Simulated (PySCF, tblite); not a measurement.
# C₄H₈BFP radical: geometry, infrared bands and EPR parameters

Aim: predict the infrared bands and EPR parameters of C₄H₈BFP radical (`C[CH]/C=C\B(F)P`).

Computed with tblite 0.8.0 and PySCF 2.14.0, with density-fitted response routines of our own, on a single molecule in the gas phase. Atoms count from 0, in the outputs and in this text.

**1. The starting structure**

15 atoms, charge 0, multiplicity 2; geometry from: force field or distance geometry start.

Bonds of the start (Å): C0–C1 1.52, C1–C2 1.51, C2–C3 1.32, C3–B4 1.56, B4–F5 1.47, B4–P6 1.92, C0–H7 1.10, C0–H8 1.12, C0–H9 1.13, C1–H10 1.13, C2–H11 1.09, C3–H12 1.10, P6–H13 1.43, P6–H14 1.45.

**2. Geometry optimisation with GFN2-xTB**

What the job is given:

```
{"job": {"kind": "relax", "xc": "GFN2-xTB", "basis": "xTB"}, "charge": 0, "multiplicity": 2}
C     -2.640800     0.448100    -0.410200
C     -1.186900     0.235700    -0.810800
C     -0.612800    -0.603100     0.304900
C      0.623900    -0.475700     0.736500
B      1.643700     0.548100     0.155900
F      1.145500     1.563800    -0.784800
P      3.473800    -0.029900     0.017500
H     -3.295100     0.592400    -1.282900
H     -2.741200     1.282100     0.323200
H     -3.004800    -0.473500     0.125700
H     -1.229400    -0.472100    -1.685700
H     -1.282400    -1.337100     0.758300
H      0.906900    -1.147300     1.565600
H      4.438300     1.027300     0.074800
H      3.757100    -1.150900     0.890000
```

Command:

```sh
$ OMP_NUM_THREADS=1 python probes_run.py task.json out
```

One launch serves the whole session: the jobs run in the order shown.

The program printed:

```text
step      E/eV     max force
  0    -570.99723    4.335
  1    -571.52258    2.589
  2    -571.92590    3.172
  3    -572.12497    1.057
  4    -572.36361    1.159
  5    -572.53726    1.633
  6    -572.74267    1.919
  7    -572.87446    1.232
  8    -572.97857    0.763
  9    -573.05219    1.129
 10    -573.16548    1.125
 11    -573.23903    0.703
 12    -573.29539    0.684
 13    -573.33483    0.765
 14    -573.36593    0.443
 15    -573.38760    0.431
 16    -573.41519    0.476
 17    -573.43937    0.550
 18    -573.47029    0.455
 19    -573.50526    0.480
 20    -573.55402    0.818
 21    -573.60396    0.973
 22    -573.64004    0.613
 23    -573.65983    0.315
 24    -573.66907    0.260
 25    -573.68000    0.398
 26    -573.69076    0.385
 27    -573.69947    0.297
 28    -573.70576    0.198
 29    -573.71109    0.230
 30    -573.71569    0.198
 31    -573.71934    0.183
 32    -573.72199    0.207
 33    -573.72484    0.190
 34    -573.72923    0.224
 35    -573.73424    0.224
 36    -573.73785    0.186
 37    -573.74169    0.185
 38    -573.74689    0.256
 39    -573.75384    0.300
 40    -573.76080    0.226
 41    -573.76594    0.165
 42    -573.76950    0.127
 43    -573.77244    0.151
 44    -573.77520    0.163
 45    -573.77775    0.139
 46    -573.78002    0.125
 47    -573.78235    0.147
 48    -573.78525    0.144
 49    -573.78908    0.143
 50    -573.79124    0.109
 51    -573.79312    0.113
 52    -573.79460    0.085
 53    -573.79584    0.088
 54    -573.79712    0.088
 55    -573.79860    0.105
 56    -573.79992    0.117
 57    -573.80100    0.099
 58    -573.80198    0.074
 59    -573.80298    0.092
 60    -573.80390    0.077
 61    -573.80459    0.073
 62    -573.80511    0.063
 63    -573.80567    0.073
 64    -573.80655    0.090
 65    -573.80757    0.078
 66    -573.80823    0.060
 67    -573.80863    0.063
 68    -573.80894    0.077
 69    -573.80939    0.074
 70    -573.80999    0.055
 71    -573.81063    0.063
 72    -573.81118    0.071
 73    -573.81176    0.080
 74    -573.81247    0.072
 75    -573.81323    0.072
 76    -573.81385    0.062
 77    -573.81429    0.059
 78    -573.81470    0.068
 79    -573.81518    0.063
 80    -573.81565    0.052
 81    -573.81603    0.057
 82    -573.81635    0.060
 83    -573.81680    0.068
 84    -573.81750    0.099
 85    -573.81840    0.104
 86    -573.81911    0.072
 87    -573.81948    0.039
 88    -573.81966    0.035
 89    -573.81984    0.037
 90    -573.82009    0.039
 91    -573.82033    0.044
 92    -573.82049    0.024
 93    -573.82058    0.026
 94    -573.82063    0.019
 95    -573.82068    0.023
 96    -573.82075    0.023
 97    -573.82081    0.024
 98    -573.82092    0.026
 99    -573.82109    0.047
100    -573.82133    0.063
101    -573.82160    0.061
102    -573.82182    0.041
103    -573.82201    0.042
104    -573.82218    0.038
105    -573.82239    0.049
106    -573.82258    0.046
107    -573.82269    0.025
108    -573.82273    0.011
109    -573.82275    0.013
110    -573.82277    0.016
111    -573.82279    0.014
112    -573.82281    0.013
113    -573.82283    0.011
114    -573.82284    0.011
115    -573.82285    0.012
116    -573.82287    0.018
117    -573.82290    0.016
118    -573.82294    0.017
119    -573.82297    0.017
120    -573.82300    0.017
121    -573.82304    0.015
122    -573.82310    0.014
123    -573.82315    0.012
124    -573.82318    0.010
```

Wall time 0.81 s (1 thread of Arm Neoverse V1, shared host).

The steps of the relaxation: (not every step is listed)

| step | energy from step 0 (eV) | largest force (eV/Å) |
| --- | --- | --- |
| 0 | 0.0000 | 4.3355 |
| 1 | -0.5254 | 2.5886 |
| 2 | -0.9287 | 3.1724 |
| 3 | -1.1277 | 1.0570 |
| 4 | -1.3664 | 1.1589 |
| 5 | -1.5400 | 1.6329 |
| 6 | -1.7454 | 1.9193 |
| 7 | -1.8772 | 1.2321 |
| 8 | -1.9813 | 0.7634 |
| 19 | -2.5080 | 0.4797 |
| 30 | -2.7185 | 0.1981 |
| 41 | -2.7687 | 0.1646 |
| 52 | -2.7974 | 0.0850 |
| 63 | -2.8084 | 0.0729 |
| 74 | -2.8152 | 0.0719 |
| 85 | -2.8212 | 0.1044 |
| 96 | -2.8235 | 0.0234 |
| 107 | -2.8255 | 0.0255 |
| 118 | -2.8257 | 0.0168 |
| 119 | -2.8257 | 0.0173 |
| 120 | -2.8258 | 0.0168 |
| 121 | -2.8258 | 0.0151 |
| 122 | -2.8259 | 0.0145 |
| 123 | -2.8259 | 0.0123 |
| 124 | -2.8260 | 0.0100 |

Distances of close pairs at the start and the end, largest changes first:

```
  bond  before (Å)  after (Å)  change (Å)
 C1–C2       1.509      1.363      -0.146
 B4–F5       1.471      1.340      -0.132
 C2–C3       1.316      1.403      +0.087
P6–H14       1.449      1.382      -0.067
P6–H13       1.432      1.383      -0.050
C1–H10       1.126      1.079      -0.047
 C3–B4       1.557      1.515      -0.042
 C0–C1       1.523      1.481      -0.042
```

The next job starts from the end point, and lists it.

**3. Vibrational analysis with GFN2-xTB**

What the job is given:

```
{"job": {"kind": "ir", "xc": "GFN2-xTB", "basis": "xTB"}, "charge": 0, "multiplicity": 2}
C     -2.807619     0.389229    -0.346751
C     -1.331145     0.275726    -0.345684
C     -0.643768    -0.667624     0.357975
C      0.750210    -0.823766     0.366936
B      1.798981     0.010126    -0.340471
F      1.506879     0.870157    -1.325338
P      3.654308    -0.183688     0.082579
H     -3.192157     0.261585    -1.360217
H     -3.110360     1.385358    -0.019206
H     -3.268282    -0.353979     0.300091
H     -0.792427     0.988343    -0.951196
H     -1.223926    -1.357523     0.962863
H      1.113013    -1.614392     1.015690
H      3.998979     1.154567     0.128235
H      3.542900    -0.326129     1.452582
```

The program printed:

```text
mode    cm-1     km/mol
  1      48.2      0.44
  2     103.8      0.72
  3     115.4      0.47
  4     154.6      1.89
  5     158.3      6.96
  6     199.6      2.58
  7     255.5      4.07
  8     267.3      1.85
  9     337.7      3.87
 10     421.2     53.69
 11     539.7     42.97
 12     642.7    108.41
 13     704.1     40.20
 14     720.5      5.55
 15     724.6     21.10
 16     777.2     35.13
 17     935.2     92.98
 18     966.1      8.84
 19     974.7     19.08
 20     997.1      5.75
 21    1111.3     19.40
 22    1117.8     61.36
 23    1174.8     49.80
 24    1239.3     98.48
 25    1276.2      0.51
 26    1313.9     42.35
 27    1380.1     13.38
 28    1391.6     20.03
 29    1457.6      6.71
 30    1465.5     56.35
 31    1543.8    109.37
 32    2314.7     96.81
 33    2404.7    134.69
 34    2971.8     14.74
 35    2993.8     21.34
 36    3016.0     30.41
 37    3033.9     32.91
 38    3037.5     32.68
 39    3106.6     29.06
```

It took 0.45 s on 1 thread of Arm Neoverse V1, shared host.

The strongest bands and the atoms that carry them (share of the mass-weighted mode):

```csv
cm⁻¹,km/mol,atoms
643,108.4,"H13 41 %, H14 24 %, B4 13 %, H12 10 %"
935,93.0,"B4 27 %, H8 11 %, C0 11 %, H9 11 %"
1118,61.4,"H14 45 %, H13 43 %"
1239,98.5,"B4 44 %, H12 30 %"
1466,56.4,"H7 33 %, H8 30 %, H9 19 %"
1544,109.4,"C1 42 %, C2 34 %"
2315,96.8,"H13 50 %, H14 47 %"
2405,134.7,"H14 50 %, H13 47 %"
```

**4. g tensor and hyperfine couplings: B3LYP/pcH-1**

The job, as its differences from that of step 3:

```diff
@@ -1,2 +1,2 @@
-{"job": {"kind": "ir", "xc": "GFN2-xTB", "basis": "xTB"}, "charge": 0, "multiplicity": 2}
+{"job": {"kind": "epr", "basis": "pcH-1"}, "charge": 0, "multiplicity": 2}
 C     -2.807619     0.389229    -0.346751
```

With the program's defaults for keys left out, this is: UKS B3LYP, pcH-1 on B C F H P, non-relativistic, mean-field spin-orbit, GIAO.

The program printed:

```text
UKS, coarse grid
  cycle   1  E = -623.26697817  |g| = 4.14e-01
  cycle   2  E = -623.21959153  |g| = 5.88e-01
  cycle   3  E = -623.33330490  |g| = 7.32e-02
  cycle   4  E = -623.33518127  |g| = 3.23e-02
  cycle   5  E = -623.33570081  |g| = 6.62e-03
  cycle   6  E = -623.33575180  |g| = 4.77e-03
  cycle   7  E = -623.33577105  |g| = 2.29e-03
  cycle   8  E = -623.33577593  |g| = 1.49e-03
  cycle   9  E = -623.33577811  |g| = 1.94e-04
UKS, final grid
  cycle   1  E = -623.33581804  |g| = 2.14e-04
  cycle   2  E = -623.33581803  |g| = 2.89e-04
  cycle   3  E = -623.33581807  |g| = 4.71e-05
  cycle   4  E = -623.33581807  |g| = 2.36e-05
E = -623.33581807 Eh   <S^2> = 0.7692 (exact 0.7500)
g shifts (ppm)      1          2          3
  rmc          -140       -140       -140
  gc              5         35         35
  oz_so        -203        702       1662
  total        -338        596       1557
hyperfine (MHz)  atom isotope    a_iso     a_fc   dipolar eigenvalues
    0   13C     -18.60     -18.61     -1.73      0.51      1.23
    1   13C      44.50      44.55    -42.97    -41.87     84.83
    2   13C     -38.23     -38.24    -20.94      8.07     12.87
    3   13C      37.62      37.70    -43.79    -42.18     85.98
    4   11B     -13.63     -13.67     -7.48     -2.92     10.41
    5   19F      15.57      15.20    -33.84    -28.85     62.69
    6   31P      56.19      56.34    -17.00    -15.94     32.95
    7    1H      67.45      67.45     -3.27     -2.03      5.30
    8    1H      64.98      64.98     -3.20     -2.05      5.25
    9    1H       1.42       1.42     -2.51     -2.23      4.74
   10    1H     -33.01     -33.02    -16.77     -2.59     19.36
   11    1H       8.61       8.61     -4.51     -0.37      4.88
   12    1H     -33.24     -33.24    -21.06     -1.00     22.06
   13    1H       9.09       9.09     -1.39     -0.63      2.02
   14    1H      14.39      14.38     -1.99     -0.84      2.83
```

It took 80 s on 1 thread of Arm Neoverse V1, shared host; peak memory 1 GiB.

Principal g values 2.00198, 2.00292, 2.00388; g(iso) = 2.00292, against 2.00232 for a free electron.

Hyperfine couplings; where a row names several nuclei, a(iso) is their mean (it holds for fast rotation or exchange) and the dipolar term the largest among them:

| nuclei | isotope | a(iso) (MHz) | a(iso) (G, at g = 2.0023) | largest dipolar term (MHz) |
| --- | --- | --- | --- | --- |
| P6 | 31P | 56.2 | 20.1 | 32.9 |
| H7, H8, H9 | 1H | 44.6 | 15.9 | 5.3 |
| C1 | 13C | 44.5 | 15.9 | 84.8 |
| C2 | 13C | -38.2 | -13.6 | -20.9 |
| C3 | 13C | 37.6 | 13.4 | 86.0 |
| H12 | 1H | -33.2 | -11.9 | 22.1 |
| H10 | 1H | -33.0 | -11.8 | 19.4 |
| C0 | 13C | -18.6 | -6.6 | -1.7 |
| F5 | 19F | 15.6 | 5.6 | 62.7 |
| B4 | 11B | -13.6 | -4.9 | 10.4 |
| H13, H14 | 1H | 11.7 | 4.2 | 2.8 |
| H11 | 1H | 8.6 | 3.1 | 4.9 |

Mulliken spin populations:

C0 -0.04; C1 0.54; C2 -0.21; C3 0.59; B4 0.07; F5 0.01; P6 0.04; H7 0.03; H8 0.03; H9 0.00; H10 -0.02; H11 0.01; H12 -0.03; H13 0.00; H14 0.00

In first order the couplings over 0.8 MHz of 31P, 1H, 19F, 11B give 1256 distinct lines over 123.0 G, if the averaged nuclei exchange fast.

The fields below are evaluated on a grid from the run's orbitals.

ELF in a plane through or near 9 of the atoms.

Ten even steps from '0' (0.00) to '9' (1.00):
```
0000000000000000000000000000
0000000000000000000000000000
0000000000000000000000000000
0000000000100000000000000000
0000131002553104500000000000
0001476104786219920000000000
0002698302787149950122100000
0013798522664069952365300000
0024762484131048757477400000
0035616194165025329225200000
0035632274696658856687300000
0013588621532833611899800000
0001378600574744820799910000
0000145203998369980299700000
0000011006998059991035100000
0000000005996029991000000000
0000000000340003520000000000
0000000000000000000000000000
0000000000000000000000000000
0000000000000000000000000000
```
The map spans 13.1 Å across and 8.8 Å up, centred on the molecule. Atoms in the plane (x, y in Å): C0 (2.8, 0.2), C1 (1.4, 0.3), C2 (0.6, -0.8), C3 (-0.8, -0.8), P6 (-3.6, 0.2), H9 (3.2, -0.8), H10 (0.9, 1.3), H11 (1.1, -1.8), H12 (-1.3, -1.8).

log10 of the density (e/Å³) in the same plane.

Ten even steps from ' ' (-4.0) to '@' (1.4):
```
                                                        
                                                        
                  ........                              
      ....::....::----==--::........                    
    ..::----------++++**++==--------::::::::::          
  ..::--==++======++####**++==++++==----==----::        
  ..--==++****++++**##%%##++++****++++++++====::..      
..::--==++####******####**++**####**********++--::      
..::==++**######**####****++**##%%########**++--::..    
..::==++**%%@@%%####%%##**++**##@@%%##@@%%##++--::..    
..::==++**##%%##****##########%%%%########**++--::..    
..::--==++**##**++++**##%%##%%@@##******##**++--::      
  ..--==++****++++++**########%%##++++******==--..      
  ..::--====++====++**####**######**====++====::..      
    ..::----------==**##**++**####++==------::..        
      ..::::::::--==++++++====++++==--::::::..          
              ....::------::--------::..                
                  ....::......::::....                  
                                                        
                                                        
```
The map spans 13.1 Å across and 8.8 Å up, centred on the molecule. Atoms in the plane (x, y in Å): C0 (2.8, 0.2), C1 (1.4, 0.3), C2 (0.6, -0.8), C3 (-0.8, -0.8), P6 (-3.6, 0.2), H9 (3.2, -0.8), H10 (0.9, 1.3), H11 (1.1, -1.8), H12 (-1.3, -1.8).

On the surface of density 0.002 e/bohr³ the electrostatic potential runs, from the 1st to the 99th percentile, from -0.97 V near P6 to 0.91 V near H11.

The spin density lies nearest to C1, C3 about 31 % each; C2 8 % (beta excess); B4 8 %.

**5. Summary of results**

| quantity | value |
| --- | --- |
| strongest single infrared mode (GFN2-xTB) | 2405 cm⁻¹, 135 km/mol |
| zero-point energy (GFN2-xTB) | 67.8 kcal/mol |
| g(iso) (B3LYP) | 2.00292 |
| ⟨S²⟩ | 0.769 (exact 0.75) |
| largest a(iso) (averaged by class) | 31P on P6, 56.2 MHz |
| surface potential, 1st and 99th percentile | -0.97 V and 0.91 V |

In words: Relaxing lowered the energy by 2.826 eV in 124 steps; the close pair that moved most is C1–C2, from 1.509 to 1.363 Å. All 39 modes are real, so the xTB geometry is a minimum. The strongest single mode, at 2405 cm⁻¹, moves mainly H14 and H13. Unscaled tight-binding wavenumbers are off by several per cent, some by more. Its intensities can rank the bands wrongly. The largest spin populations lie on C3 (0.59 e), C1 (0.54 e). The isotropic g lies 0.6 ppt above the free-electron value.
